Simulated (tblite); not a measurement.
# C5H11Si2: the cost of one run

The runs use tblite 0.8.0 and PySCF 2.14.0, with density-fitted response routines of our own; the level of theory stands in each step. All values are computed, except where a source is named. Atoms are numbered from 0 throughout.

### 1 Starting geometry

18 atoms, charge 0, multiplicity 2; geometry from: force field or distance geometry start.

Bonds of the start (Å): C0–C1 1.31, C1–C2 1.47, C1–C3 1.47, C3–Si4 1.85, C3–C5 1.34, C5–Si6 1.83, C0–H7 1.08, C0–H8 1.08, C2–H9 1.10, C2–H10 1.11, C2–H11 1.12, Si4–H12 1.48, Si4–H13 1.46, Si4–H14 1.46, Si6–H15 1.46, Si6–H16 1.45, Si6–H17 1.49.

### 2 Optimising the geometry with GFN2-xTB

Job settings and geometry (Å):

```
{"job": {"kind": "relax", "xc": "GFN2-xTB", "basis": "xTB"}, "charge": 0, "multiplicity": 2}
C     -2.051800     0.536500     0.847100
C     -1.359100     0.310300    -0.247400
C     -2.050900     0.377800    -1.543200
C      0.078800    -0.013800    -0.216200
Si     1.038200    -0.140700     1.358500
C      0.627400    -0.228200    -1.415100
Si     2.407500    -0.640200    -1.544800
H     -3.100500     0.775600     0.721700
H     -1.667400     0.513300     1.852900
H     -1.520400    -0.264700    -2.259900
H     -3.101600     0.083200    -1.360700
H     -1.996300     1.427200    -1.931000
H      2.447200     0.125200     0.975200
H      0.645600     0.886400     2.325500
H      0.873800    -1.462600     1.956300
H      2.656200    -1.509500    -2.696300
H      3.144000     0.597800    -1.747000
H      2.920400    -1.367300    -0.352000
```

The run is started by

```console
$ OMP_NUM_THREADS=1 python probes_run.py task.json out
```

This one command runs all jobs of the session in turn.

Q: Estimate the wall time of this first job on 1 thread of Arm Neoverse V2, shared host.

About 1.1 s.
